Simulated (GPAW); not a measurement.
## In3As in GPAW: convergence with k mesh

In3As:

```
In As
1.0
     4.67168    0.00000    0.00000
     0.00000    4.67168    0.00000
     0.00000    0.00000    4.67168
In As
3 1
Direct
  0.50000 0.50000 0.00000
  0.50000 0.00000 0.50000
  0.00000 0.50000 0.50000
  0.00000 0.00000 0.00000
```

The cell comes from a database or a generator and needn't be the stable form of this composition.

```yaml
Program: GPAW 26.7.0
Task: convergence study
Functional: r2SCAN
Potentials_or_basis: GPAW PAW data sets (gpaw-data 1.2.1)
Cutoff: 600 eV
Basis: pw
k_mesh: 2 × 2 × 2
Occupations: fermi-dirac, width 0.05 eV
Spin: no spin polarisation
```

These are the settings of the first run; the series varies k mesh, with any setting tied to it.

Hardware: 1 thread of Arm Neoverse V1, with other jobs on the host.

| k mesh | energy less the tightest run, at zero smearing (meV/atom) | pressure (GPa) | SCF cycles | CPU time (s) | peak memory (GiB) |
| --- | --- | --- | --- | --- | --- |
| 2 × 2 × 2 | 348.43 | -0.29 | 14 | 41 | 0.3 |
| 3 × 3 × 3 | 38.66 | -0.94 | 15 | 44 | 0.3 |
| 4 × 4 × 4 | 16.26 | -1.76 | 15 | 97 | 0.32 |
| 5 × 5 × 5 | 31.26 | -0.69 | 16 | 100 | 0.32 |
| 6 × 6 × 6 | 3.86 | -1.10 | 15 | 190 | 0.34 |
| 8 × 8 × 8 | 0.00 | -1.41 | 14 | 310 | 0.38 |

Not settled before the last step: the energy (to 1 meV/atom), the pressure (to 0.1 GPa). Meshes of other sizes hit other points, so gaps and Fermi surfaces needn't settle smoothly. The tightest run that finished is the yardstick and may itself not be fully converged.

Caveat, for the tightest run too: the PAW data sets were made with another functional, which shifts forces and pressure a little.
